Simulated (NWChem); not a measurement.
# AlClF2 (SMILES [F][Al]([F])[Cl]) at MP2/pcseg-2

Aim: the vertical ionisation energy of AlClF2 at MP2/pcseg-2, from 2 runs. 

The calculation is run with NWChem 7.3.0.

## 1. The system as given

AlClF2 has 4 atoms, charge 0, and is taken as a singlet. SMILES: `[F][Al]([F])[Cl]`. Geometry: relaxed at PBE0-D4/def2-TZVP.

Bond lengths: F1–Al2 1.631 Å, Al2–F3 1.631 Å, Al2–Cl4 2.061 Å. Angles: F1–Al2–F3 119.0°, F1–Al2–Cl4 120.5°, F3–Al2–Cl4 120.5°.

## 2. The energy at MP2/pcseg-2

Contents of mol.nw:

```
start mol
memory total 2200 mb
geometry noautosym nocenter noautoz
F      0.997200     0.721760     1.149640
Al     0.069280    -0.050750     0.053570
F      0.273490    -1.653820    -0.164660
Cl    -1.339980     0.982810    -1.038560
end
basis spherical bse
* library pcseg-2
end
scf
thresh 1e-08
maxiter 80
print low
end
mp2
freeze core 12
tight
end
task mp2 energy
```

Launch:

```console
$ nwchem mol.nw > mol.out
```

Log:

```text
Northwest Computational Chemistry Package (NWChem) 7.3.0
             --------------------------------------------------------

           Job information
           ---------------

    nwchem branch   = 7.3.0
    use scalapack   = T
    input           = mol.nw
    prefix          = mol.
    data base       = ./mol.db
    status          = startup
    nproc           =        1

           Memory information
           ------------------

    heap     =     72089600 doubles =      550.0 Mbytes
    stack    =     72089597 doubles =      550.0 Mbytes
    global   =    144179200 doubles =     1100.0 Mbytes (distinct from heap & stack)
    total    =    288358397 doubles =     2200.0 Mbytes
    verify   = yes
    hardfail = no

           Directory information
           ---------------------

  0 permanent = .
  0 scratch   = .

                                NWChem Input Module
                                -------------------

 Scaling coordinates for geometry "geometry" by  1.889725989
 (inverse scale =  0.529177249)

                             Geometry "geometry" -> ""
                             -------------------------

 Output coordinates in angstroms (scale by  1.889725989 to convert to a.u.)

  No.       Tag          Charge          X              Y              Z
 ---- ---------------- ---------- -------------- -------------- --------------
    1 F                    9.0000     0.99720000     0.72176000     1.14964000
    2 Al                  13.0000     0.06928000    -0.05075000     0.05357000
    3 F                    9.0000     0.27349000    -1.65382000    -0.16466000
    4 Cl                  17.0000    -1.33998000     0.98281000    -1.03856000

      Atomic Mass
      -----------

      F                 18.998400
      Al                26.981540
      Cl                34.968850

 Effective nuclear repulsion energy (a.u.)     198.3479495375

            Nuclear Dipole moment (a.u.)
            ----------------------------
        X                 Y               Z
 ---------------- ---------------- ----------------
   -19.7340494508    14.4743184150   -15.2959901721

            XYZ format geometry
            -------------------
     4
 geometry
 F                     0.99720000     0.72176000     1.14964000
 Al                    0.06928000    -0.05075000     0.05357000
 F                     0.27349000    -1.65382000    -0.16466000
 Cl                   -1.33998000     0.98281000    -1.03856000

 ==============================================================================
                                internuclear distances
 ------------------------------------------------------------------------------
       center one      |      center two      | atomic units |  angstroms
 ------------------------------------------------------------------------------
    2 Al               |   1 F                |     3.08157  |     1.63070
    3 F                |   2 Al               |     3.08156  |     1.63069
    4 Cl               |   2 Al               |     3.89440  |     2.06083
 ------------------------------------------------------------------------------
                         number of included internuclear distances:          3
 ==============================================================================

 ==============================================================================
                                 internuclear angles
 ------------------------------------------------------------------------------
        center 1       |       center 2       |       center 3       |  degrees
 ------------------------------------------------------------------------------
    1 F                |   2 Al               |   3 F                |   118.97
    1 F                |   2 Al               |   4 Cl               |   120.51
    3 F                |   2 Al               |   4 Cl               |   120.51
 ------------------------------------------------------------------------------
                            number of included internuclear angles:          3
 ==============================================================================

 Summary of "ao basis" -> "" (spherical)
 ------------------------------------------------------------------------------
       Tag                 Description            Shells   Functions and Types
 ---------------- ------------------------------  ------  ---------------------
 *                          pcseg-2                   on all atoms

                      Basis "ao basis" -> "ao basis" (spherical)
                      -----
  [basis functions not shown]

 Summary of "ao basis" -> "ao basis" (spherical)
 ------------------------------------------------------------------------------
       Tag                 Description            Shells   Functions and Types
 ---------------- ------------------------------  ------  ---------------------
 F                          pcseg-2                 10       30   4s3p2d1f
 Al                         pcseg-2                 12       34   5s4p2d1f
 Cl                         pcseg-2                 12       34   5s4p2d1f

                                 NWChem SCF Module
                                 -----------------

  ao basis        = "ao basis"
  functions       =   128
  atoms           =     4
  closed shells   =    24
  open shells     =     0
  charge          =   0.00
  wavefunction    = RHF
  input vectors   = atomic
  output vectors  = ./mol.movecs
  use symmetry    = F
  symmetry adapt  = F

 Forming initial guess at       0.0s

 Starting SCF solution at       0.6s

       Final RHF  results
       ------------------

         Total SCF energy =   -900.632689849623
      One-electron energy =  -1647.765297692922
      Two-electron energy =    548.784658305775
 Nuclear repulsion energy =    198.347949537523

        Time for solution =     29.2s

                   NWChem MP2 Semi-direct Energy/Gradient Module
                   ---------------------------------------------

  Basis functions       =    128
  Molecular orbitals    =    128
  Frozen core           =     12
  Frozen virtuals       =      0
  Active alpha occupied =     12
  Active beta occupied  =     12
  Active alpha virtual  =    104
  Active beta virtual   =    104
  Use MO symmetry       = F
  Use skeleton AO sym   = F

  AO/Fock/Back tols     =   1.0D-11  1.0D-11  1.0D-11

 GA uses MA = F    GA memory limited = T

 Available:
  local mem=  1.26D+08
 global mem=  1.44D+08
 local disk=  0.00D+00
   1 passes of  12:        5242880                      95798                  33731815.
   1 passes of  12: M    126149068           G      144146432           F     120906188.

 Semi-direct pass number   1 of   1  for RHF alpha+beta  at       29.8s
 Done moints_semi at       34.2s
 Done maket at       34.4s
 Done multipass loop at       34.4s

          -------------------------------------------
          SCF energy                -900.632689849623
          Correlation energy          -0.732117407595
          Singlet pairs               -0.443295734555
          Triplet pairs               -0.288821673040
          Total MP2 energy          -901.364807257218
          -------------------------------------------

          ---------------------------------------------------
                    Spin Component Scaled (SCS) MP2
          Same spin pairs                     -0.192547782027
          Same spin scaling factor             0.333333333333
          Opposite spin pairs                 -0.539569625568
          Opposite spin scaling fact.          1.200000000000
          SCS-MP2 correlation energy          -0.711666144691
          Total SCS-MP2 energy              -901.344355994314
          ---------------------------------------------------

 -----------------------
 Task  times  cpu:       34.4s     wall:       34.4s
 Total times  cpu:       34.4s     wall:       34.4s
```

Wall time 35 s (1 thread of Intel Xeon 6975P-C (Granite Rapids), shared host); peak memory 0.48 GiB.

(Part 1 of 2 ends here.)
